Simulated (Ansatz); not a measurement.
# CH6MgOS: the cost of one run

Program: Ansatz 0.2.0. Level of theory: RKS r2SCAN-D4/def2-SVP. These are calculated values, not measurements.

## 1. The starting structure

Bond lengths: Mg1–O2 2.417 Å, Mg1–C3 2.090 Å, Mg1–S5 2.875 Å, O2–H6 0.955 Å, C3–H7 1.087 Å, C3–H8 1.085 Å, C3–H9 1.088 Å, S5–H10 1.334 Å. Angles: Mg1–O2–H6 148.9°, O2–Mg1–C3 123.1°, O2–Mg1–S5 68.5°, C3–Mg1–S5 121.4°, Mg1–C3–H7 108.4°, Mg1–C3–H8 114.5°, Mg1–C3–H9 106.0°, H7–C3–H8 109.3°, H7–C3–H9 109.3°, H8–C3–H9 109.3°, Mg1–S5–H10 83.8°.

Coordinates:

```xyz
10

Mg   -0.5718   -0.0019    0.8054
O    -0.7358    1.8806   -0.7022
C     1.2534   -0.8006    1.4374
H    -1.2413    0.9259   -1.3719
S    -1.7494   -0.7607   -1.7054
H    -1.2045    2.6639   -0.9845
H     1.3009   -1.8396    1.1201
H     1.4224   -0.7448    2.5075
H     2.0238   -0.2318    0.9218
H    -0.4978   -1.0908   -2.0282
```

## 2. A restrained relaxation towards end A

Springs on the bonds that form and break draw the guess towards this end; the thresholds are loose.

File input.yaml:

```yaml
crystal:
  periodic: [false, false, false]
  atoms:
    - { symbol: Mg, position_ang: [-0.5718, -0.0019, 0.8054] }
    - { symbol: O, position_ang: [-0.7358, 1.8806, -0.7022] }
    - { symbol: C, position_ang: [1.2534, -0.8006, 1.4374] }
    - { symbol: H, position_ang: [-1.2413, 0.9259, -1.3719] }
    - { symbol: S, position_ang: [-1.7494, -0.7607, -1.7054] }
    - { symbol: H, position_ang: [-1.2045, 2.6639, -0.9845] }
    - { symbol: H, position_ang: [1.3009, -1.8396, 1.1201] }
    - { symbol: H, position_ang: [1.4224, -0.7448, 2.5075] }
    - { symbol: H, position_ang: [2.0238, -0.2318, 0.9218] }
    - { symbol: H, position_ang: [-0.4978, -1.0908, -2.0282] }
basis:
  gaussian: { orbitals: def2-SVP }
hamiltonian:
  xc: r2scan
  dispersion: d4
relax:
  f_tol: 0.15
  max_steps: 25
  restrain:
    - { distance: [0, 4], at: 3.76, k: 30.0 }
    - { distance: [3, 1], at: 2.27, k: 30.0 }
    - { distance: [0, 1], at: 2.07, k: 30.0 }
    - { distance: [3, 4], at: 1.36, k: 30.0 }
output:
  orbitals: {}
```

Started as:

```
ansatz run input.yaml --threads 2 --pin off --max-ram 3072MiB --backend cpu --events-out ev --progress --plain --runs-dir out
```

What time and memory should one allow on 2 threads of Intel Xeon Platinum 8259CL at 2.50GHz (Skylake/Cascade Lake), shared host?

About 45 s, with a peak of 0.2 GiB.
